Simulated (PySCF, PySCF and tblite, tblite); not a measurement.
# C₈H₁₃NSi: conformers and averaged spectra, part 2 of 2

PySCF and tblite. Atoms count from 0. The steps go on from the part before.

### Step 6. Shieldings, conformer 1: wB97X/pcSseg-1 in acetonitrile

The job: settings as JSON, then the geometry in Å.

```
{"job": {"xc": "wB97X", "basis": "pcSseg-1", "solvent": "acetonitrile", "scf": {"guess": "huckel"}, "kind": "nmr", "pop": false}, "charge": 0, "multiplicity": 1}
C     -1.740713    -1.808539    -0.371825
Si    -1.211674     0.002342    -0.067628
C     -1.862700     1.137549    -1.445121
C     -1.851795     0.568925     1.641427
C      0.692221     0.070546    -0.043609
C      1.458488    -0.661020     0.861255
C      2.838184    -0.564555     0.825090
C      3.420089     0.265050    -0.120210
C      2.579893     0.954401    -0.981790
N      1.264070     0.863189    -0.947521
H     -2.821978    -1.902184    -0.397848
H     -1.373996    -2.469381     0.408123
H     -1.356322    -2.176055    -1.318673
H     -1.483741     0.829825    -2.413969
H     -2.947630     1.123925    -1.489897
H     -1.547218     2.163158    -1.285344
H     -1.483534    -0.069882     2.438798
H     -2.936509     0.548084     1.680623
H     -1.534394     1.583548     1.863039
H      0.969025    -1.297157     1.583672
H      3.450877    -1.123783     1.519197
H      4.492129     0.373580    -0.187411
H      2.982476     1.615419    -1.740298
```

Standard output:

```text
final grid: 182424 points
cycle   1  E = -655.6391031758  dE = -3.032e+00  |g| = 2.264e+00  |ddm| = 4.676e+00
cycle   2  E = -656.0335453101  dE = -3.944e-01  |g| = 1.889e+00  |ddm| = 2.845e+00
cycle   3  E = -656.7844516500  dE = -7.509e-01  |g| = 3.059e-01  |ddm| = 1.377e+00
cycle   4  E = -656.8035447350  dE = -1.909e-02  |g| = 8.593e-02  |ddm| = 3.098e-01
cycle   5  E = -656.8053455226  dE = -1.801e-03  |g| = 1.161e-02  |ddm| = 1.061e-01
cycle   6  E = -656.8053891325  dE = -4.361e-05  |g| = 3.744e-03  |ddm| = 2.851e-02
cycle   7  E = -656.8053942242  dE = -5.092e-06  |g| = 1.167e-03  |ddm| = 9.058e-03
cycle   8  E = -656.8053948931  dE = -6.689e-07  |g| = 4.776e-04  |ddm| = 2.681e-03
cycle   9  E = -656.8053950655  dE = -1.724e-07  |g| = 1.807e-04  |ddm| = 1.161e-03
cycle  10  E = -656.8053951071  dE = -4.161e-08  |g| = 8.568e-05  |ddm| = 4.934e-04
cycle  11  E = -656.8053951166  dE = -9.533e-09  |g| = 3.418e-05  |ddm| = 2.410e-04
cycle  12  E = -656.8053951179  dE = -1.280e-09  |g| = 1.368e-05  |ddm| = 9.157e-05
cycle  13  E = -656.8053951181  dE = -1.312e-10  |g| = 4.832e-06  |ddm| = 3.778e-05
converged SCF energy = -656.8053951181

GIAO shielding tensors (ppm)
atom      isotropic    diamagn.    paramagn.     s11        s22        s33       span
  0 C      190.510     255.216     -64.706    186.475    189.717    195.337      8.862
  1 Si     358.962     882.611    -523.649    343.042    344.770    389.074     46.032
  2 C      192.663     254.855     -62.193    191.139    192.222    194.627      3.489
  3 C      190.513     255.211     -64.698    186.475    189.735    195.329      8.854
  4 C       14.217     261.411    -247.194    -91.208    -28.825    162.684    253.892
  5 C       52.777     258.074    -205.296    -73.582     50.305    181.609    255.191
  6 C       45.046     254.326    -209.279    -76.067     24.021    187.185    263.253
  7 C       59.248     261.044    -201.796    -58.388     53.292    182.841    241.229
  8 C       32.714     251.756    -219.042    -82.928     29.485    151.587    234.515
  9 N      -89.029     334.736    -423.765   -392.033   -185.304    310.249    702.282
 10 H       31.532      30.075       1.457     27.126     28.616     38.853     11.727
 11 H       31.391      32.944      -1.553     26.450     29.295     38.427     11.977
 12 H       31.671      32.471      -0.800     27.470     29.234     38.310     10.841
 13 H       31.283      32.282      -0.999     27.118     28.353     38.378     11.260
 14 H       31.531      29.771       1.760     26.645     29.136     38.811     12.166
 15 H       31.286      32.278      -0.992     27.119     28.353     38.384     11.265
 16 H       31.394      32.945      -1.551     26.449     29.303     38.430     11.981
 17 H       31.531      30.069       1.463     27.128     28.612     38.853     11.725
 18 H       31.672      32.458      -0.786     27.465     29.234     38.317     10.851
 19 H       23.792      35.050     -11.258     20.247     20.874     30.253     10.006
 20 H       23.499      30.131      -6.632     20.048     23.586     26.863      6.816
 21 H       24.092      29.096      -5.004     21.196     23.956     27.123      5.927
 22 H       22.841      30.154      -7.313     18.422     23.206     26.896      8.473
```

Wall time 90 s (1 thread of Arm Neoverse V1, shared host); peak memory 1.6 GiB.

Key values: HOMO -9.56 eV, LUMO 1.28 eV; dipole 2.66 D.

### Step 7. Single-point energy, conformer 1: B97-D/cc-pVDZ in acetonitrile

The job, as its differences from that of step 6:

```diff
@@ -1,2 +1,2 @@
-{"job": {"xc": "wB97X", "basis": "pcSseg-1", "solvent": "acetonitrile", "scf": {"guess": "huckel"}, "kind": "nmr", "pop": false}, "charge": 0, "multiplicity": 1}
+{"job": {"xc": "B97-D", "basis": "cc-pVDZ", "solvent": "acetonitrile", "kind": "sp"}, "charge": 0, "multiplicity": 1}
 C     -1.740713    -1.808539    -0.371825
```

Standard output:

```text
coarse grid: 19440 points
cycle   1  E = -656.4916285826  dE =  1.005e+00  |g| = 7.551e-01  |ddm| = 9.670e+00
cycle   2  E = -656.3593051198  dE =  1.323e-01  |g| = 1.019e+00  |ddm| = 3.564e+00
cycle   3  E = -656.6486457061  dE = -2.893e-01  |g| = 1.045e-01  |ddm| = 1.928e+00
cycle   4  E = -656.6507170621  dE = -2.071e-03  |g| = 5.282e-02  |ddm| = 2.148e-01
cycle   5  E = -656.6512971862  dE = -5.801e-04  |g| = 1.460e-02  |ddm| = 8.392e-02
cycle   6  E = -656.6513431048  dE = -4.592e-05  |g| = 7.005e-03  |ddm| = 3.460e-02
cycle   7  E = -656.6513565018  dE = -1.340e-05  |g| = 1.540e-03  |ddm| = 1.195e-02
cycle   8  E = -656.6513571623  dE = -6.605e-07  |g| = 3.034e-04  |ddm| = 3.114e-03
final grid: 182424 points
cycle   9  E = -656.6648998124  dE = -8.060e-05  |g| = 3.937e-03  |ddm| = 9.387e-02
cycle  10  E = -656.6648933548  dE =  6.458e-06  |g| = 6.364e-03  |ddm| = 2.026e-02
cycle  11  E = -656.6649035222  dE = -1.017e-05  |g| = 1.613e-03  |ddm| = 1.177e-02
cycle  12  E = -656.6649042209  dE = -6.986e-07  |g| = 2.773e-04  |ddm| = 2.762e-03
cycle  13  E = -656.6649042392  dE = -1.832e-08  |g| = 6.617e-05  |ddm| = 5.617e-04
cycle  14  E = -656.6649042402  dE = -1.030e-09  |g| = 2.984e-05  |ddm| = 1.721e-04
cycle  15  E = -656.6649042404  dE = -2.276e-10  |g| = 6.597e-06  |ddm| = 5.228e-05
converged SCF energy = -656.6649042404
```

Wall time 23 s (1 thread of Arm Neoverse V1, shared host); peak memory 1.1 GiB.

This run: HOMO -5.36 eV, LUMO -1.37 eV; dipole 2.27 D.

### Step 8. Shieldings, conformer 2: wB97X/pcSseg-1 in acetonitrile

The job: settings as JSON, then the geometry in Å.

```
{"job": {"xc": "wB97X", "basis": "pcSseg-1", "solvent": "acetonitrile", "scf": {"guess": "huckel"}, "kind": "nmr", "pop": false}, "charge": 0, "multiplicity": 1}
C     -1.855429     1.662175    -0.674597
Si    -1.212154    -0.009328    -0.012367
C     -1.825905    -0.291449     1.769413
C     -1.780066    -1.428870    -1.150754
C      0.692622    -0.014478     0.020510
C      1.500475     1.031660    -0.415274
C      2.877504     0.906703    -0.343094
C      3.412213    -0.265582     0.165442
C      2.531116    -1.255604     0.575982
N      1.219708    -1.137370     0.507415
H     -1.523875     2.492488    -0.058046
H     -2.940776     1.679250    -0.685052
H     -1.518552     1.847797    -1.690214
H     -1.568534     0.541668     2.416966
H     -2.904115    -0.414829     1.802862
H     -1.374097    -1.184848     2.187942
H     -1.335654    -2.367542    -0.835934
H     -1.487384    -1.255695    -2.182349
H     -2.859311    -1.546133    -1.128941
H      1.048150     1.930451    -0.805525
H      3.523666     1.707366    -0.676896
H      4.479475    -0.408508     0.241930
H      2.896171    -2.192336     0.980659
```

Standard output:

```text
final grid: 182424 points
cycle   1  E = -655.6461725871  dE = -3.033e+00  |g| = 2.260e+00  |ddm| = 4.692e+00
cycle   2  E = -656.0400672423  dE = -3.939e-01  |g| = 1.882e+00  |ddm| = 2.827e+00
cycle   3  E = -656.7854693276  dE = -7.454e-01  |g| = 3.085e-01  |ddm| = 1.360e+00
cycle   4  E = -656.8048949530  dE = -1.943e-02  |g| = 8.612e-02  |ddm| = 3.162e-01
cycle   5  E = -656.8067068160  dE = -1.812e-03  |g| = 1.167e-02  |ddm| = 1.097e-01
cycle   6  E = -656.8067506148  dE = -4.380e-05  |g| = 3.766e-03  |ddm| = 2.901e-02
cycle   7  E = -656.8067557065  dE = -5.092e-06  |g| = 1.190e-03  |ddm| = 9.086e-03
cycle   8  E = -656.8067563783  dE = -6.718e-07  |g| = 4.765e-04  |ddm| = 2.716e-03
cycle   9  E = -656.8067565471  dE = -1.688e-07  |g| = 1.780e-04  |ddm| = 1.162e-03
cycle  10  E = -656.8067565875  dE = -4.040e-08  |g| = 8.444e-05  |ddm| = 4.854e-04
cycle  11  E = -656.8067565968  dE = -9.283e-09  |g| = 3.397e-05  |ddm| = 2.379e-04
cycle  12  E = -656.8067565981  dE = -1.316e-09  |g| = 1.376e-05  |ddm| = 9.384e-05
cycle  13  E = -656.8067565982  dE = -1.330e-10  |g| = 4.914e-06  |ddm| = 3.901e-05
converged SCF energy = -656.8067565982

GIAO shielding tensors (ppm)
atom      isotropic    diamagn.    paramagn.     s11        s22        s33       span
  0 C      192.793     256.049     -63.256    188.625    193.076    196.678      8.053
  1 Si     362.171     882.627    -520.457    343.227    361.167    382.117     38.890
  2 C      191.382     255.108     -63.726    187.727    190.345    196.072      8.345
  3 C      191.175     255.079     -63.904    187.666    190.007    195.853      8.187
  4 C       14.474     262.028    -247.554    -89.675    -30.051    163.149    252.823
  5 C       53.465     257.686    -204.221    -72.684     52.444    180.635    253.319
  6 C       44.921     254.023    -209.102    -75.881     23.591    187.054    262.935
  7 C       59.408     260.939    -201.531    -57.642     53.018    182.848    240.490
  8 C       32.003     251.411    -219.408    -84.286     28.584    151.711    235.997
  9 N      -89.426     335.355    -424.781   -391.800   -187.641    311.162    702.961
 10 H       31.356      32.915      -1.559     27.426     28.332     38.310     10.885
 11 H       31.420      30.039       1.380     26.633     29.068     38.558     11.925
 12 H       31.333      32.897      -1.564     27.377     28.311     38.311     10.933
 13 H       31.723      32.299      -0.576     27.415     29.273     38.481     11.066
 14 H       31.561      29.982       1.580     27.230     28.545     38.909     11.680
 15 H       31.267      32.673      -1.406     25.844     29.483     38.475     12.631
 16 H       31.324      32.642      -1.318     25.961     29.541     38.469     12.508
 17 H       31.724      32.319      -0.595     27.366     29.321     38.484     11.118
 18 H       31.560      29.969       1.591     27.263     28.500     38.917     11.654
 19 H       23.873      35.087     -11.214     19.679     21.286     30.654     10.975
 20 H       23.556      30.020      -6.464     20.120     23.650     26.898      6.778
 21 H       24.086      29.041      -4.955     21.156     24.010     27.091      5.936
 22 H       22.709      30.231      -7.522     18.306     23.134     26.686      8.380
```

Wall time 89 s (1 thread of Arm Neoverse V1, shared host); peak memory 1.6 GiB.

This run: HOMO -9.62 eV, LUMO 1.19 eV; dipole 2.73 D.

### Step 9. Single-point energy, conformer 2: B97-D/cc-pVDZ in acetonitrile

The job, as its differences from that of step 8:

```diff
@@ -1,2 +1,2 @@
-{"job": {"xc": "wB97X", "basis": "pcSseg-1", "solvent": "acetonitrile", "scf": {"guess": "huckel"}, "kind": "nmr", "pop": false}, "charge": 0, "multiplicity": 1}
+{"job": {"xc": "B97-D", "basis": "cc-pVDZ", "solvent": "acetonitrile", "kind": "sp"}, "charge": 0, "multiplicity": 1}
 C     -1.855429     1.662175    -0.674597
```

Standard output:

```text
coarse grid: 19440 points
cycle   1  E = -656.4941192650  dE =  1.003e+00  |g| = 7.532e-01  |ddm| = 9.681e+00
cycle   2  E = -656.3627009153  dE =  1.314e-01  |g| = 1.016e+00  |ddm| = 3.576e+00
cycle   3  E = -656.6502962153  dE = -2.876e-01  |g| = 1.058e-01  |ddm| = 1.935e+00
cycle   4  E = -656.6523884248  dE = -2.092e-03  |g| = 5.416e-02  |ddm| = 2.169e-01
cycle   5  E = -656.6529982750  dE = -6.099e-04  |g| = 1.514e-02  |ddm| = 8.729e-02
cycle   6  E = -656.6530492486  dE = -5.097e-05  |g| = 7.091e-03  |ddm| = 3.622e-02
cycle   7  E = -656.6530630144  dE = -1.377e-05  |g| = 1.532e-03  |ddm| = 1.211e-02
cycle   8  E = -656.6530636628  dE = -6.484e-07  |g| = 3.042e-04  |ddm| = 3.133e-03
final grid: 182424 points
cycle   9  E = -656.6663260298  dE = -8.028e-05  |g| = 3.953e-03  |ddm| = 9.248e-02
cycle  10  E = -656.6663182045  dE =  7.825e-06  |g| = 6.791e-03  |ddm| = 2.057e-02
cycle  11  E = -656.6663297113  dE = -1.151e-05  |g| = 1.625e-03  |ddm| = 1.231e-02
cycle  12  E = -656.6663304207  dE = -7.094e-07  |g| = 2.554e-04  |ddm| = 2.797e-03
cycle  13  E = -656.6663304361  dE = -1.541e-08  |g| = 6.621e-05  |ddm| = 5.324e-04
cycle  14  E = -656.6663304371  dE = -9.734e-10  |g| = 3.397e-05  |ddm| = 1.698e-04
cycle  15  E = -656.6663304374  dE = -2.974e-10  |g| = 6.715e-06  |ddm| = 5.591e-05
converged SCF energy = -656.6663304374
```

Wall time 23 s (1 thread of Arm Neoverse V1, shared host); peak memory 1.1 GiB.

This run: HOMO -5.43 eV, LUMO -1.43 eV; dipole 2.30 D.

### Step 10. Averages: properties at wB97X/pcSseg-1 in acetonitrile

The job: settings as JSON, then the geometry in Å.

```
{"job": {"study": "conf", "smiles": "C[Si](C)(C)c1ccccn1", "search": {"seed": 4307, "n_embed": 60, "ff_keep": 14, "window": 1.5, "nmax": 8, "temps": [180, 220, 250, 298.15, 400], "t_ref": 298.15, "order": 0.001, "w0": 100.0}, "level": {"nmr": {"xc": "wB97X", "basis": "pcSseg-1", "solvent": "acetonitrile", "scf": {"guess": "huckel"}}, "sp": {"xc": "B97-D", "basis": "cc-pVDZ", "solvent": "acetonitrile"}, "change": "wB97X/pcSseg-1; solvent acetonitrile; energies B97-D/cc-pVDZ; guess huckel", "top": 4}, "kind": "conf"}, "charge": 0, "multiplicity": 1}
C     -1.855429     1.662175    -0.674597
Si    -1.212154    -0.009328    -0.012367
C     -1.825905    -0.291449     1.769413
C     -1.780066    -1.428870    -1.150754
C      0.692622    -0.014478     0.020510
C      1.500475     1.031660    -0.415274
C      2.877504     0.906703    -0.343094
C      3.412213    -0.265582     0.165442
C      2.531116    -1.255604     0.575982
N      1.219708    -1.137370     0.507415
H     -1.523875     2.492488    -0.058046
H     -2.940776     1.679250    -0.685052
H     -1.518552     1.847797    -1.690214
H     -1.568534     0.541668     2.416966
H     -2.904115    -0.414829     1.802862
H     -1.374097    -1.184848     2.187942
H     -1.335654    -2.367542    -0.835934
H     -1.487384    -1.255695    -2.182349
H     -2.859311    -1.546133    -1.128941
H      1.048150     1.930451    -0.805525
H      3.523666     1.707366    -0.676896
H      4.479475    -0.408508     0.241930
H      2.896171    -2.192336     0.980659
```

Standard output:

```text
conformer  sym    E(xTB)   E(DFT)   G(298.15 K)  weight  dipole/D
    1     Cs      0.152    0.938    0.418   0.3307    2.275
    2     Cs      0.000    0.000    0.000   0.6693    2.304

mean shielding (ppm) by class
class atoms           180 K      220 K      250 K   298.15 K      400 K
  0 C  0,2,3        191.685    191.649    191.627      191.6    191.562
  1 Si 1            361.602    361.396    361.269    361.109    360.892
  2 C  4             14.429     14.412     14.402     14.389     14.372
  3 C  5             53.343     53.299     53.272     53.238     53.191
  4 C  6             44.944     44.952     44.956     44.963     44.971
  5 C  7             59.379     59.369     59.363     59.355     59.344
  6 C  8             32.129     32.175     32.203     32.238     32.286
  7 N  9            -89.356     -89.33    -89.315    -89.295    -89.268
  8 H  10,11,12      31.475     31.475     31.475     31.475     31.475
  9 H  19            23.858     23.853      23.85     23.846      23.84
 10 H  20            23.546     23.542      23.54     23.537     23.533
 11 H  21            24.087     24.087     24.087     24.088     24.088
 12 H  22            22.732     22.741     22.746     22.752     22.761
```

Wall time 3.8 min (1 thread of Arm Neoverse V1, shared host). This counts the runs that the step sums up.

Against the first level, at 298 K (shieldings, ppm; largest changes first):

| atoms | PBE0/pcSseg-1 in chloroform | wB97X/pcSseg-1 in acetonitrile | change |
| --- | --- | --- | --- |
| N9 | -98.9 | -89.3 | +9.6 |
| Si1 | 355.4 | 361.1 | +5.7 |
| C0, C2, C3 | 188.7 | 191.6 | +2.9 |
| C4 | 12.2 | 14.4 | +2.2 |
| C5 | 51.8 | 53.2 | +1.4 |
| C7 | 58.3 | 59.4 | +1.0 |
| C6 | 45.9 | 45.0 | -0.9 |
| C8 | 31.5 | 32.2 | +0.7 |
| H22 | 22.63 | 22.75 | +0.12 |
| H20 | 23.64 | 23.54 | -0.10 |

Weights: from PBE0/pcSseg-1 in chloroform energies 1: 35 %, 2: 65 %; from B97-D/cc-pVDZ in acetonitrile energies 1: 33 %, 2: 67 % (with a dispersion term where the level has one and the same thermal terms, so they don't follow from the SCF energies alone). Times: 2.1 min and 3.8 min.

### Step 11. What came out

The summary covers parts 1 to 2.

| quantity | value |
| --- | --- |
| conformers | 2; the first in weight is no. 2 (Cs), 65 % at 298 K |
| root-mean-square dipole | 2.37 D |
| averaged $^{13}$C shifts (PBE0/pcSseg-1 in chloroform) | 175.4, 156.0, 141.7, 135.8, 129.3, -1.1 ppm |
| averaged $^{1}$H shifts (PBE0/pcSseg-1 in chloroform) | 9.07, 8.06, 7.84, 7.55, 0.31 ppm |
| averaged $^{29}$Si shifts (PBE0/pcSseg-1 in chloroform) | -6.5 ppm |

What this shows: Conformer 2 leads with 65 % at 298 K, and its share goes from 81 % at 180 K to 59 % at 400 K. Among conformers over 5 %, H22 differs by 0.12 ppm, while the average moves by 0.03 ppm from 180 to 400 K. Going from PBE0/pcSseg-1 in chloroform to wB97X/pcSseg-1 in acetonitrile moves N9 most, by 9.6 ppm of raw shielding; the energies behind both averages, dispersion terms included where typed, rank the same conformer first.
